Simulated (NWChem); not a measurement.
# CH4BFOS (SMILES COB(F)S): levels of theory compared

We compute a comparison of 4 runs (HF/STO-3G, HF/3-21G, B3LYP/6-31G*) of CH4BFOS. 

The calculation is run with NWChem 7.3.0.

### 1 Starting point

CH4BFOS has 9 atoms, charge 0, and is taken as a singlet. SMILES: `COB(F)S`. Geometry: relaxed at PBE0-D4/def2-TZVP. This is one conformer, not always the lowest.

Bond lengths: C1–O2 1.409 Å, O2–B3 1.344 Å, B3–F4 1.328 Å, B3–S5 1.819 Å, C1–H6 1.094 Å, C1–H7 1.089 Å, C1–H8 1.094 Å, S5–H9 1.341 Å. Some angles: C1–O2–B3 124.6°, O2–B3–F4 116.9°, O2–B3–S5 127.6°, F4–B3–S5 115.6°, O2–C1–H6 111.2°, O2–C1–H7 107.5°, O2–C1–H8 111.2°, B3–S5–H9 96.9°, H6–C1–H7 108.8°, H6–C1–H8 109.4°.

### 2 Energy and gradient at HF/STO-3G (run 1)

ch4bfos.xyz

```xyz
9
CH4BFOS
C      0.905400    -0.203000     0.761200
O      0.392000    -0.802100    -0.406000
B     -0.675300    -0.354100    -1.088100
F     -1.026800    -1.039500    -2.170000
S     -1.708500     1.093100    -0.705400
H      1.235400     0.821700     0.566800
H      1.763400    -0.792500     1.081600
H      0.161700    -0.199500     1.563500
H     -1.047200     1.475800     0.396600
```

ch4bfos.nw

```
start ch4bfos
title "CH4BFOS"
memory 2200 mb

geometry noautosym nocenter noautoz
load ch4bfos.xyz
end

basis spherical bse
C library STO-3G
O library STO-3G
B library STO-3G
F library STO-3G
S library STO-3G
H library STO-3G
end

scf
thresh 1e-08
maxiter 80
end

task scf gradient
```

Run with:

```console
$ nwchem ch4bfos.nw > ch4bfos.out
```

What it wrote:

```text
[...]
  functions       =    33
[...]
  wavefunction    = RHF
[...]
         Total SCF energy =   -629.300090116881
      One-electron energy =  -1303.166050635208
      Two-electron energy =    458.596218394062
 Nuclear repulsion energy =    215.269742124265
        Time for solution =      1.3s
[...]
                         RHF ENERGY GRADIENTS
    atom               coordinates                        gradient
                 x          y          z           x          y          z
   1 C       1.710958  -0.383614   1.438459    0.000642  -0.004513  -0.004059
   2 O       0.740773  -1.515749  -0.767229   -0.000816   0.013649   0.013161
   3 B      -1.276132  -0.669152  -2.056211    0.020870  -0.009013   0.013097
   4 F      -1.940371  -1.964370  -4.100705   -0.008892  -0.003496  -0.013119
   5 S      -3.228597   2.065659  -1.333013   -0.012283   0.004383  -0.008649
   6 H       2.334567   1.552788   1.071097   -0.001018  -0.001266  -0.003715
   7 H       3.332343  -1.497608   2.043928   -0.003041   0.000508  -0.002731
   8 H       0.305569  -0.377000   2.954587   -0.001961  -0.002101  -0.002868
   9 H      -1.978921   2.788858   0.749465    0.006499   0.001850   0.008883
[...]
```

Run time: 2.5 s. Hardware: 1 thread of Intel Xeon 6975P-C (Granite Rapids), shared host; peak memory 0.099 GiB.

### 3 Energy and gradient at HF/3-21G (run 2)

mol.nw

```
start mol
title "CH4BFOS hf"
memory total 2200 mb
charge 0

geometry noautosym nocenter noautoz
  C      0.905400    -0.203000     0.761200
  O      0.392000    -0.802100    -0.406000
  B     -0.675300    -0.354100    -1.088100
  F     -1.026800    -1.039500    -2.170000
  S     -1.708500     1.093100    -0.705400
  H      1.235400     0.821700     0.566800
  H      1.763400    -0.792500     1.081600
  H      0.161700    -0.199500     1.563500
  H     -1.047200     1.475800     0.396600
end

basis spherical bse
  * library 3-21G
end

scf
  thresh 1e-08
  maxiter 80
end

task scf gradient
```

Run with:

```console
$ nwchem mol.nw > mol.out
```

What it wrote:

```text
[...]
  functions       =    57
[...]
  wavefunction    = RHF
[...]
         Total SCF energy =   -633.568987263946
      One-electron energy =  -1303.039732786463
      Two-electron energy =    454.201003398252
 Nuclear repulsion energy =    215.269742124265
        Time for solution =      1.8s
[...]
                         RHF ENERGY GRADIENTS
    atom               coordinates                        gradient
                 x          y          z           x          y          z
   1 C       1.710958  -0.383614   1.438459   -0.020001  -0.007173  -0.028874
   2 O       0.740773  -1.515749  -0.767229    0.001589   0.003702   0.005490
   3 B      -1.276132  -0.669152  -2.056211    0.002838   0.007750   0.011046
   4 F      -1.940371  -1.964370  -4.100705    0.005924   0.009583   0.016207
   5 S      -3.228597   2.065659  -1.333013    0.002728  -0.008403  -0.005729
   6 H       2.334567   1.552788   1.071097    0.002008   0.007125  -0.002230
   7 H       3.332343  -1.497608   2.043928    0.006633  -0.004813   0.002231
   8 H       0.305569  -0.377000   2.954587   -0.005876  -0.000321   0.005053
   9 H      -1.978921   2.788858   0.749465    0.004157  -0.007449  -0.003194
[...]
```

Wall time 3.3 s (1 thread of Intel Xeon 6975P-C (Granite Rapids), shared host); peak memory 0.097 GiB.

Run 3 isn't shown in full; the table further down has it.

### 4 Energy and gradient at B3LYP/6-31G(d) (Cartesian functions) (run 4)

calc.nw

```
start calc
title "CH4BFOS"
memory stack 880 mb heap 220 mb global 1100 mb
geometry noautosym nocenter noautoz
   C        0.905400      -0.203000       0.761200
   O        0.392000      -0.802100      -0.406000
   B       -0.675300      -0.354100      -1.088100
   F       -1.026800      -1.039500      -2.170000
   S       -1.708500       1.093100      -0.705400
   H        1.235400       0.821700       0.566800
   H        1.763400      -0.792500       1.081600
   H        0.161700      -0.199500       1.563500
   H       -1.047200       1.475800       0.396600
end
basis "ao basis" cartesian
   C library 6-31G*
   O library 6-31G*
   B library 6-31G*
   F library 6-31G*
   S library 6-31G*
   H library 6-31G*
end
dft
   xc b3lyp
   grid xfine
   convergence energy 1e-08
   maxiter 100
   mulliken
   noprint "final vectors analysis"
end
task dft gradient
```

Run with:

```console
$ nwchem calc.nw > calc.out
```

What it wrote:

```text
[...]
          Wavefunction type:  closed shell.
          No. of atoms     :     9
          No. of electrons :    48
[...]
          Charge           :     0
          Spin multiplicity:     1
[...]
          AO basis - number of functions:    87
[...]
              XC Information
              --------------
                         B3LYP Method XC Potential
                     Hartree-Fock (Exact) Exchange  0.200
                        Slater Exchange Functional  0.800 local
                    Becke 1988 Exchange Functional  0.720 non-local
              Lee-Yang-Parr Correlation Functional  0.810
                  VWN I RPA Correlation Functional  0.190 local
[...]
 d= 0,ls=0.0,diis     1   -638.6417679194 -8.54D+02  1.51D-02  9.75D-01     2.9
[...]
 d= 0,ls=0.0,diis    10   -638.7463255713 -8.24D-09  5.67D-07  3.36D-09    26.2
         Total DFT energy =     -638.746325571321
      One electron energy =    -1308.001022284846
           Coulomb energy =      509.825405265069
    Exchange-Corr. energy =      -55.840450675808
 Nuclear repulsion energy =      215.269742124265
[...]
      Total Density - Mulliken Population Analysis
     ---------------------------------------------
    Atom       Charge   Shell Charges
 -----------   ------   -------------------------------------------------------
    1 C    6     6.23   1.99  0.69  2.08  0.58  0.84  0.05
    2 O    8     8.35   1.99  0.89  2.97  0.89  1.60  0.02
    3 B    5     4.57   1.99  0.53  1.41  0.19  0.30  0.15
    4 F    9     9.22   1.99  0.96  3.33  0.88  1.98  0.07
    5 S   16    16.21   2.00  1.99  5.97  1.40  3.11  0.51  1.22  0.02
    6 H    1     0.84   0.53  0.31
    7 H    1     0.82   0.53  0.29
    8 H    1     0.84   0.53  0.31
    9 H    1     0.91   0.51  0.40
[...]
  wavefunction    = closed shell
                         DFT ENERGY GRADIENTS
    atom               coordinates                        gradient
                 x          y          z           x          y          z
   1 C       1.710958  -0.383614   1.438459   -0.002527  -0.001062  -0.003841
   2 O       0.740773  -1.515749  -0.767229   -0.001013   0.003344   0.002339
   3 B      -1.276132  -0.669152  -2.056211   -0.000147   0.003443   0.003401
   4 F      -1.940371  -1.964370  -4.100705    0.001340   0.002179   0.003681
   5 S      -3.228597   2.065659  -1.333013    0.004528  -0.004123   0.000603
   6 H       2.334567   1.552788   1.071097   -0.000835  -0.001923  -0.000241
   7 H       3.332343  -1.497608   2.043928   -0.001834   0.000994  -0.000947
   8 H       0.305569  -0.377000   2.954587    0.000901  -0.000236  -0.001872
   9 H      -1.978921   2.788858   0.749465   -0.000414  -0.002616  -0.003124
[...]
```

It took 35 s on 1 thread of Intel Xeon 6975P-C (Granite Rapids), shared host; peak memory 0.14 GiB.

### 5 All runs side by side

```
run                               level  iteration cap  module  energy (Eh)  dipole moment (D)  HOMO energy (eV)  LUMO energy (eV)  wall time
  1                           HF/STO-3G             80     scf  -629.300090               2.48             -7.62              9.26      2.5 s
  2                            HF/3-21G             80     scf  -633.568987               4.26            -11.08              4.79      3.3 s
  3  B3LYP/6-31G* (spherical functions)            100     dft  -638.740179               3.22             -7.49              0.74       33 s
  4  B3LYP/6-31G* (Cartesian functions)            100     dft  -638.746326               3.22                 –                 –       35 s
```

### 6 What came out

| quantity | value |
| --- | --- |
| run 4: total energy | -638.74633 Eh |
| run 4: dipole moment | 3.22 D |
| run 4: largest force on an atom | 0.316 eV/Å |

What this shows: The dipole moment (its size) runs from 2.48 D (HF/STO-3G) to 4.26 D (HF/3-21G). Over runs 1, 2, 3 the HOMO–LUMO gap runs from 8.23 eV (B3LYP/6-31G*) to 16.88 eV (HF/STO-3G). The two ends differ in method and basis. In run 1 the basis is minimal, so the values are rough. All runs together took 74 s, the longest 35 s.
